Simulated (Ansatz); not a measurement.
Working through a scan of the Hubbard U of SrVO3, space group Pm-3m

Computed with the Ansatz DFT code, driven from Python.

The script reads `srvo3.vasp`:
```text
SrVO3
1.0
   3.84090000    0.00000000    0.00000000
   0.00000000    3.84090000    0.00000000
   0.00000000    0.00000000    3.84090000
Sr V O
1 1 3
Direct
   0.50000000    0.50000000    0.50000000
   0.00000000    0.00000000    0.00000000
   0.50000000    0.00000000    0.00000000
   0.00000000    0.50000000    0.00000000
   0.00000000    0.00000000    0.50000000
```

Interactive session:
```pycon
>>> import ansatz as az
>>> from ase.io import read
>>> import numpy as np
>>> FUNCTIONAL = 'LDA'
>>> CUTOFF_EV = 470
>>> SCF_TOL = 1e-08
>>> def count_gap(report):
...     # lowest empty less highest filled band, counting bands; zero where they overlap
...     return max(report.get('gap_by_band_count_ev') or 0.0, 0.0)
...
>>> atoms = read('srvo3.vasp', format='vasp')
>>> system = az.Crystal.from_ase(atoms).moments(V=1.5)
>>> system.resolved().sites[-1]
Site(symbol='O', position=(0.0, 0.0, 0.5), moment=None, axis=None, held=None, saved=None)
>>> calc = (
...     system.calculation()
...     .functional(FUNCTIONAL)
...     .basis(CUTOFF_EV)
...     .kpoints(4, shift=0.5)
...     .occupations(az.OccupationsMethod.COLD)
...     .spin('collinear')
...     .scf(tolerance=SCF_TOL)
...     .band_table()
... )
>>> rows = []
>>> for u in [1.0, 3.0, 5.0, 7.0]:
...     data = calc.hubbard('V', 'd', u_eff=u, projectors='atomic').run(threads=1).report
...     shell = data['hubbard']['n_scf']
...     rows.append((u, count_gap(data), sum(shell) / len(shell), max(abs(m) for m in data['site_moments_mub']), data['n_iterations']))
...
RunWarning: this result is not held to the crystal's symmetry: a search behind the close, the SCF from the whole filling of its shells under DFT+U, one down a way that the close's least curvature [...]
>>> print('      U_eff eV  gap by band count eV  V d occupation (projector)  largest moment muB      iterations')
      U_eff eV  gap by band count eV  V d occupation (projector)  largest moment muB      iterations
>>> for row in rows:
...     print(f'{str(row[0]):>14s}  {row[1]:20.3f}  {row[2]:26.4f}  {row[3]:18.3f}  {row[4]:14d}')
...
           1.0                 0.000                      4.6940               0.397              22
           3.0                 0.000                      4.6175               0.883               8
           5.0                 0.000                      4.5800               0.998               7
           7.0                 0.000                      4.4620               1.018              14
```

From U = 1 to 7 eV the largest site moment goes from 0.40 to 1.02 μB.

What to keep in mind:
- The magnetic order follows from the starting moments and needn't be the lowest.
- U, its shell and the double counting are chosen to explore, and aren't derived for this compound.
- For a metal this k-point mesh is coarse: on a finer one energies can move by several to tens of meV an atom and pressures by half a GPa or more, differences at one mesh by less.
- A gap by band count of zero or less means overlapping bands, a metal.
- With one magnetic atom the cell can hold only ferromagnetic order.
- The structure is a deposited one; some such entries were measured under pressure or heat, so a shift against it needn't be the functional's error alone.
- Levels are Kohn-Sham eigenvalues on this mesh, without spin-orbit coupling.
- Warnings are shown shortened and without file and line.
- Shell occupations and the effect of U depend on the projectors; a run with no .spin step is spin-unpolarised, and each U may end in a state that isn't the lowest.
- The whole script took 12 min on 1 thread of Arm Neoverse V2, with other jobs on the host, peak memory 0.72 GiB.
